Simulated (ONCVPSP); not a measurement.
# Pseudopotential generation for germanium: ONCV, LDA (Perdew-Wang 92)

Do these settings give a usable potential? It is generated, then checked for transferability, scattering, ghosts and hardness.

Program: ONCVPSP 4.0.1.1 (patched build). Reference atom: LDA (Perdew-Wang 92), scalar-relativistic, spherical and spin-unpolarised. All values are calculated.

### 1 The design

Typed settings, in words:

* element: germanium (Ge, Z = 32)
* type: optimised norm-conserving Vanderbilt (ONCV)
* frozen core: [Ne]
* valence charge: 22
* reference configuration: 3s2 3p6 3d10 4s2 4p2
* partial waves: 3s+4s: rc 1.15 bohr, ncon 4, nbas 8, qcut 11.6 1/bohr, 2 projectors; 3p+4p: rc 0.90 bohr, ncon 3, nbas 7, qcut 19 1/bohr, 2 projectors; 3d: rc 0.65 bohr, ncon 4, nbas 9, qcut 17.1 1/bohr, local
* local potential: the d channel
* core correction: Teter function, fcfact 6, rcfact 1.6

The outer shells as boxes (Hund's rule for the drawing; the calculation is spin-unpolarised):

```
[Ne] core
3s [↑↓]
3p [↑↓][↑↓][↑↓]
3d [↑↓][↑↓][↑↓][↑↓][↑↓]
4s [↑↓]
4p [↑ ][↑ ][  ]
```

The nodes and maxima of the atom's own shells, from an earlier all-electron run, set the scale for the radii.

All-electron outer shells of the reference configuration (LDA (PZ), scalar-relativistic, ld1.x):

```
shell  level (eV)  outermost node (bohr)  outermost maximum (bohr)
   2s    -1369.45                   0.06                      0.18
   2p    -1198.06                      –                      0.14
   3s     -167.73                   0.26                      0.54
   3p     -115.38                   0.23                      0.54
   3d      -29.55                      –                      0.50
   4s      -11.95                   0.77                      1.73
   4p       -4.05                   0.82                      2.19
```

### 2 Generation

Contents of Ge.dat:

```
# ATOM AND REFERENCE CONFIGURATION
# atsym  z   nc   nv     iexc    psfile
  Ge 32.00    3    5  -001012      upf
#
#   n    l    f
    1    0    2.00
    2    0    2.00
    2    1    6.00
    3    0    2.00
    3    1    6.00
    3    2   10.00
    4    0    2.00
    4    1    2.00
#
# PSEUDOPOTENTIAL AND OPTIMIZATION
# lmax
    2
#
#   l,   rc,      ep,       ncon, nbas, qcut
    0    1.15    0.00    4    8   11.60
    1    0.90    0.00    3    7   19.00
    2    0.65    0.00    4    9   17.10
#
# LOCAL POTENTIAL
# lloc, lpopt,  rc(5),   dvloc0
    2    5    0.65    0.00
#
# VANDERBILT-KLEINMAN-BYLANDER PROJECTORs
# l, nproj, debl
    0    2    2.70
    1    2    1.20
    2    0    1.20
#
# MODEL CORE CHARGE
# icmod, fcfact, rcfact
    3    6.00    1.60
#
# LOG DERIVATIVE ANALYSIS
# epsh1, epsh2, depsh
   -8.00    5.00    0.04
#
# OUTPUT GRID
# rlmax, drl
    6.00    0.01
#
# TEST CONFIGURATIONS
# ncnf
    4
# nvcnf
#   n    l    f
    5
    3    0    2.00
    3    1    6.00
    3    2   10.00
    4    0    2.00
    4    1    1.00
#
    5
    3    0    2.00
    3    1    6.00
    3    2   10.00
    4    0    2.00
    4    1    0.00
#
    5
    3    0    2.00
    3    1    6.00
    3    2   10.00
    4    0    1.00
    4    1    0.00
#
    5
    3    0    2.00
    3    1    5.00
    3    2   10.00
    4    0    2.00
    4    1    2.00
#
```

On the command line:

```
$ oncvpsp.x < Ge.dat > Ge.out
```

The output, Ge.out (without the consistency checks and plot data):

```text
ONCVPSP  (Optimized Norm-Conservinng Vanderbilt PSeudopotential)
scalar-relativistic version 4.0.1.1, modified

#   n    l    f        energy (Ha)
    1    0    2.00    -4.0208007E+02
    2    0    2.00    -5.0326278E+01
    2    1    6.00    -4.4027711E+01
    3    0    2.00    -6.1642947E+00
    3    1    6.00    -4.2403417E+00
    3    2   10.00    -1.0862891E+00
    4    0    2.00    -4.3899520E-01
    4    1    2.00    -1.4871438E-01

Reference configufation results
  iterations    27
  all-electron total energy (Ha)   -2.09589946D+03

Begin loop to  construct optimized pseudo wave functions
and semi-local pseudopoentials for all angular momenta

Calculating optimized projector #   1

 for l=   0

    Fraction of norm inside rc  0.971854
    Optimizing pswf for qcut=  11.61 a_B^-1,  ecut=  67.39 Ha
    Residual kinetic energy error=  3.33D-07 Ha

    Energy error per electron        Cutoff
         Ha          eV             Ha
         0.01000     0.27211       17.39
         0.00100     0.02721       40.95
         0.00010     0.00272       50.63
         0.00001     0.00027       58.09

Calculating optimized projector #   2

 for l=   0

    Fraction of norm inside rc  0.077763
    Optimizing pswf for qcut=  11.61 a_B^-1,  ecut=  67.39 Ha
    Residual kinetic energy error=  1.12D-06 Ha

    Energy error per electron        Cutoff
         Ha          eV             Ha
         0.01000     0.27211       13.93
         0.00100     0.02721       38.79
         0.00010     0.00272       50.95
         0.00001     0.00027       59.92

Calculating optimized projector #   1

 for l=   1

    Fraction of norm inside rc  0.844779
    Optimizing pswf for qcut=  19.01 a_B^-1,  ecut= 180.67 Ha
    Residual kinetic energy error=  9.10D-09 Ha

    Energy error per electron        Cutoff
         Ha          eV             Ha
         0.01000     0.27211       45.41
         0.00100     0.02721       89.56
         0.00010     0.00272      119.29
         0.00001     0.00027      139.83

Calculating optimized projector #   2

 for l=   1

    Fraction of norm inside rc  0.021200
    Optimizing pswf for qcut=  19.01 a_B^-1,  ecut= 180.67 Ha
    Residual kinetic energy error=  6.94D-10 Ha

    Energy error per electron        Cutoff
         Ha          eV             Ha
         0.01000     0.27211       31.43
         0.00100     0.02721       44.29
         0.00010     0.00272       80.36
         0.00001     0.00027      115.86

Calculating optimized projector #   1

 for l=   2

    Fraction of norm inside rc  0.497237
    Optimizing pswf for qcut=  17.07 a_B^-1,  ecut= 145.74 Ha
    Residual kinetic energy error=  4.74D-03 Ha

    Energy error per electron        Cutoff
         Ha          eV             Ha
         0.01000     0.27211      135.37
         0.00100     0.02721      436.91
         0.00010     0.00272      734.16
         0.00001     0.00027      958.88

Construct Vanderbilt / Kleinmman-Bylander projectors

B matrix Hermiticity error, ll=   0
   1   2    1.0146E-03

  Orthonormal projector coefficients  4.0305E+01  5.4314E+00

B matrix Hermiticity error, ll=   1
   1   2    5.0417E-04

  Orthonormal projector coefficients -7.2652E+01  2.4205E+01

Model core correction analysis
  based on d2Exc/dn_idn_j

d2excae - all-electron derivatives

   -4.420613D-02   -4.182274D-02   -3.443920D-02   -3.128367D-03
   -1.445651D-03
   -4.182282D-02   -4.066841D-02   -3.380097D-02   -3.634294D-03
   -1.676353D-03
   -3.443941D-02   -3.380110D-02   -3.243241D-02   -6.296945D-03
   -3.032316D-03
   -3.128354D-03   -3.634231D-03   -6.296516D-03   -2.897478D-02
   -2.278963D-02
   -1.445663D-03   -1.676354D-03   -3.032206D-03   -2.278919D-02
   -2.449923D-02

d2excps - pseudofunction derivatives with no core correction

   -5.015250D-02   -4.449199D-02   -3.964281D-02   -3.808108D-03
   -1.669018D-03
   -4.449226D-02   -4.294173D-02   -3.853570D-02   -3.836484D-03
   -1.788934D-03
   -3.964304D-02   -3.853580D-02   -3.628801D-02   -6.621961D-03
   -3.229520D-03
   -3.808209D-03   -3.836424D-03   -6.621539D-03   -2.903319D-02
   -2.279478D-02
   -1.669044D-03   -1.788938D-03   -3.229415D-03   -2.279434D-02
   -2.449969D-02

rms 2nd derivative error    2.608124E-03

rmatch, rhocmatch    0.2952  155.2835

Teter function model core charge with specified parameters

d2excps - pseudofunction derivatives with core correction

   -3.804095D-02   -3.729275D-02   -3.320335D-02   -2.834990D-03
   -1.353149D-03
   -3.729270D-02   -3.779897D-02   -3.361542D-02   -3.285491D-03
   -1.565821D-03
   -3.320340D-02   -3.361552D-02   -3.138625D-02   -6.136929D-03
   -3.014696D-03
   -2.834960D-03   -3.285418D-03   -6.136496D-03   -2.895364D-02
   -2.277031D-02
   -1.353153D-03   -1.565819D-03   -3.014585D-03   -2.276987D-02
   -2.448989D-02

rms 2nd derivative error    1.918485E-03

Pseudoatom total energy -295.700255

Diagnostic tests using Vanderbilt-Kleinman-Bylander pseudopotentials
  1 or more projectors used as specified by nproj input data

   l    rcore       rmatch      e in        delta e   norm test  slope test

   0   1.1546115   1.1896681  -6.1642947   0.0000111   1.0002938   1.0002595
   0   1.1546115   1.1896681  -0.4389952   0.0000107   1.0000550   1.0000435

   1   0.9034803   0.9309119  -4.2403417   0.0033284   0.9990603   0.9997958
   1   0.9034803   0.9309119  -0.1487144   0.0000903   1.0018298   1.0003975

   2   0.6501742   0.6699149  -1.0862891   0.0000539   1.0000145   0.9999889

 Testing for bound ghosts
   n   l    E NL Schr. Eq   E Basis Diag.   E Cutoff

   1   0       -6.164284       -6.161309    198.57
   2   0       -0.438985       -0.339116    198.57

       1                       -6.756757    273.29  WARNING - GHOST(-)
   2   1       -4.237013       -4.228409    273.29
   3   1       -0.148624        0.463947    273.29

 Testing for highly-localized positive-energy ghosts
       l    <radius>/rc     E Basis Diag.   E Cutoff

       0        0.824438        7.837264    198.57  WARNING - GHOST(+)

Test configuration 0

   n   l     f        eae           eps        diff
   1   0  2.0000 -402.08006791
   2   0  2.0000  -50.32627815
   2   1  6.0000  -44.02771123
   3   0  2.0000   -6.16429471   -6.16428363    1.11D-05
   3   1  6.0000   -4.24034169   -4.23701328    3.33D-03
   3   2 10.0000   -1.08628908   -1.08623515    5.39D-05
   4   0  2.0000   -0.43899520   -0.43898452    1.07D-05
   4   1  2.0000   -0.14871438   -0.14862407    9.03D-05

    Total energies and differences
      AE_ref= -2.09589946D+03  AE_tst= -2.09589946D+03  dif=  0.00D+00
      PS_ref= -2.95700255D+02  PS_tst= -2.95700255D+02  dif= -5.68D-14
      PSP excitation error=  5.68D-14

Test configuration 1

   n   l     f        eae           eps        diff
   1   0  2.0000 -402.41701054
   2   0  2.0000  -50.66024650
   2   1  6.0000  -44.36208384
   3   0  2.0000   -6.49803710   -6.49779543    2.42D-04
   3   1  6.0000   -4.57407500   -4.57058884    3.49D-03
   3   2 10.0000   -1.41913436   -1.41903158    1.03D-04
   4   0  2.0000   -0.74021131   -0.74014113    7.02D-05
   4   1  1.0000   -0.42146137   -0.42130497    1.56D-04

    Total energies and differences
      AE_ref= -2.09589946D+03  AE_tst= -2.09561905D+03  dif=  2.80D-01
      PS_ref= -2.95700255D+02  PS_tst= -2.95419928D+02  dif=  2.80D-01
      PSP excitation error=  8.55D-05

Test configuration 2

   n   l     f        eae           eps        diff
   1   0  2.0000 -402.82842097
   2   0  2.0000  -51.06508515
   2   1  6.0000  -44.76777488
   3   0  2.0000   -6.90192104   -6.90139800    5.23D-04
   3   1  6.0000   -4.97785661   -4.97414810    3.71D-03
   3   2 10.0000   -1.82088312   -1.82078605    9.71D-05
   4   0  2.0000   -1.08894223   -1.08881457    1.28D-04

    Total energies and differences
      AE_ref= -2.09589946D+03  AE_tst= -2.09504172D+03  dif=  8.58D-01
      PS_ref= -2.95700255D+02  PS_tst= -2.94842711D+02  dif=  8.58D-01
      PSP excitation error=  1.95D-04

Test configuration 3

   n   l     f        eae           eps        diff
   1   0  2.0000 -403.35892087
   2   0  2.0000  -51.58296644
   2   1  6.0000  -45.28677520
   3   0  2.0000   -7.41979906   -7.41974905    5.00D-05
   3   1  6.0000   -5.49515852   -5.49142773    3.73D-03
   3   2 10.0000   -2.33293259   -2.33323189   -2.99D-04
   4   0  1.0000   -1.50292907   -1.50281503    1.14D-04

    Total energies and differences
      AE_ref= -2.09589946D+03  AE_tst= -2.09374760D+03  dif=  2.15D+00
      PS_ref= -2.95700255D+02  PS_tst= -2.93548566D+02  dif=  2.15D+00
      PSP excitation error=  1.77D-04

Test configuration 4

   n   l     f        eae           eps        diff
   1   0  2.0000 -403.07705910
   2   0  2.0000  -51.19470542
   2   1  6.0000  -44.91180167
   3   0  2.0000   -6.93770875   -6.94176650   -4.06D-03
   3   1  5.0000   -5.00572830   -5.00024812    5.48D-03
   3   2 10.0000   -1.82041807   -1.82234409   -1.93D-03
   4   0  2.0000   -0.84681295   -0.84686532   -5.24D-05
   4   1  2.0000   -0.49254762   -0.49226778    2.80D-04

    Total energies and differences
      AE_ref= -2.09589946D+03  AE_tst= -2.09128870D+03  dif=  4.61D+00
      PS_ref= -2.95700255D+02  PS_tst= -2.91092059D+02  dif=  4.61D+00
      PSP excitation error=  2.57D-03
```

Run time: 4.7 s. Hardware: 1 thread of Neoverse-N1, shared host.

Partial waves on a coarse radial grid (AE all-electron, PS pseudo):

```tsv
r (bohr)	3s AE	3s PS
0.057	0.0617	0.2114
0.115	-0.6697	0.4208
0.172	-0.6925	0.6154
0.230	-0.2588	0.7966
0.288	0.2972	0.9548
0.345	0.7749	1.0831
0.402	1.1170	1.1802
0.460	1.3224	1.2441
0.518	1.4070	1.2714
0.575	1.4038	1.2638
0.632	1.3431	1.2253
0.690	1.2455	1.1595
0.747	1.1313	1.0752
0.805	1.0087	0.9763
0.862	0.8895	0.8730
0.920	0.7746	0.7675
0.977	0.6705	0.6681
1.035	0.5750	0.5744
1.092	0.4916	0.4915
1.150	0.4172	0.4171
1.208	0.3526	0.3525
1.265	0.2978	0.2977
1.322	0.2509	0.2508
1.380	0.2101	0.2101
1.438	0.1756	0.1755
1.495	0.1469	0.1468
```

Densities times 4π (e/bohr³); a dash where the program caps the true core:

```tsv
r (bohr)	pseudo valence	true core	model core
0.057	35.47	–	889.4
0.172	83.83	–	609.2
0.288	151.9	178.8	274.4
0.402	150.5	18.89	77.34
0.518	103.1	1.747	10.76
0.632	62.63	0.1639	0.4083
0.747	35.41	0.01501	0.01237
0.862	19.39	0.001389	0.006819
0.977	10.71	0.000131	0.0003456
1.092	6.147	1.24e-05	0.0004813
1.208	3.736	1.189e-06	2.37e-05
1.322	2.458	1.185e-07	6.343e-05
1.438	1.721	0	0
```

### 3 The configuration tests of the same run

The tests as a table, with energies relative to 3s2 3p6 3d10 4s2 4p2.

| valence configuration | charge | ΔE all-electron (eV) | error AE − PS (meV) |
| --- | --- | --- | --- |
| 3s2 3p6 3d10 4s2 4p1 | +1 | 7.630 | +2.3 |
| 3s2 3p6 3d10 4s2 4p0 | +2 | 23.340 | +5.3 |
| 3s2 3p6 3d10 4s1 4p0 | +3 | 58.555 | +4.8 |
| 3s2 3p5 3d10 4s2 4p2 | +1 | 125.465 | +70 |

### 4 Logarithmic derivatives

Taken from the files of the generation run. The phase is arctan(r·R′/R) of the radial function R, unwrapped, with energies in Ha. A pole is an energy at which the radial function vanishes at the test radius. The pseudo phase is shifted by a multiple of π to meet the all-electron one at the reference energy. Levels narrower than the energy grid can be missing from the poles. Where the grid stepped over a known ghost or core level, its pole and its step of π were put in at the level's energy. The last column is the largest difference on the grid between −0.5 and +0.5 Ha.

| channel | radius (bohr) | reference (Ha) | poles AE | poles PS | window around the reference with phases within 0.05 rad (Ha) | largest difference near zero (rad) |
| --- | --- | --- | --- | --- | --- | --- |
| s | 1.17 | -0.44 | -5.67 | -5.67 | the whole range | 0.000 |
| p | 0.91 | -0.15 | -1.82 | -6.76, -1.81 | above -6.8 | 0.000 |
| d | 0.66 | -1.09 | none | none | the whole range | 0.002 |

Phases (rad) along the scan:

```tsv
E (Ha)	d AE	d PS	p AE	p PS
-7.96	0.724	0.751	0.744	3.902
-7.24	0.623	0.652	0.482	3.626
-6.52	0.496	0.527	0.042	0.043
-5.80	0.338	0.368	-0.516	-0.516
-5.08	0.144	0.171	-0.947	-0.946
-4.36	-0.081	-0.059	-1.203	-1.202
-3.64	-0.318	-0.304	-1.359	-1.358
-2.92	-0.544	-0.537	-1.462	-1.462
-2.20	-0.741	-0.739	-1.538	-1.537
-1.48	-0.904	-0.904	-1.597	-1.597
-0.76	-1.034	-1.034	-1.647	-1.647
-0.04	-1.139	-1.138	-1.693	-1.692
0.68	-1.224	-1.220	-1.736	-1.736
1.40	-1.293	-1.288	-1.780	-1.780
2.12	-1.351	-1.343	-1.827	-1.827
2.84	-1.400	-1.390	-1.880	-1.880
3.56	-1.443	-1.430	-1.942	-1.942
4.28	-1.481	-1.465	-2.019	-2.018
5.00	-1.515	-1.495	-2.119	-2.116
```

### 5 Convergence and ghost test

From the same output: the cutoffs (Ha) at which the residual kinetic energy of the hardest occupied pseudo-wave falls to 1 and 0.1 mHa per electron are 437 Ha and 734 Ha.

The program's own ghost test: GHOST(-) flagged for p at -183.9 eV; GHOST(+) flagged for s at 213.3 eV.

Cutoff (Ha) at which the first wave of each channel reaches a given error (Ha per electron):

```tsv
error	s	p	d
1.0e-02	17.4	45.4	135.4
3.2e-03	33.7	52.6	157.0
1.0e-03	40.9	89.6	436.9
3.2e-04	46.3	106.5	674.1
1.0e-04	50.6	119.3	734.2
3.2e-05	54.8	130.3	786.7
1.0e-05	58.1	139.8	958.9
```

### 6 What came out

| quantity | value |
| --- | --- |
| cutoffs for 1 and 0.1 mHa per electron, occupied waves | 437 Ha and 734 Ha |
| bound ghosts | p at -183.86 eV |
| GHOST(+) flags | s at 213 eV |
| largest miss of a reference level | 91 meV (3p) |
| largest test error (AE − PS) | +70 meV, for 3s2 3p5 3d10 4s2 4p2 |
| largest phase difference near zero energy, channels read | 0.002 rad |
| rms error of d²Exc/dn², without and with the model core | 2.61 and 1.92 mHa |

A bound ghost (p) makes it unfit for use: electrons can fall into a state that the atom doesn't have. Already in the reference configuration the 3p level is off by 91 meV. By total energies transferability is fair: the largest error is 70 meV on 125.5 eV, for 3s2 3p5 3d10 4s2 4p2. That test lies far up in energy; among those under 40 eV, nearer to bonding, the largest error is 5.3 meV. It counts as very hard, with 437 Ha needed at the looser tolerance. At the looser tolerance the 3d wave is the slowest; 3p needs 90 Ha. Near zero energy the phases of the channels with partial waves agree within 0.002 rad. The pseudo curves have a pole with no partner nearby in the atom's: p at -6.76 Ha. The program also flags highly localised states, GHOST(+) (s). These are tests on the free atom; a crystal test is still owed.
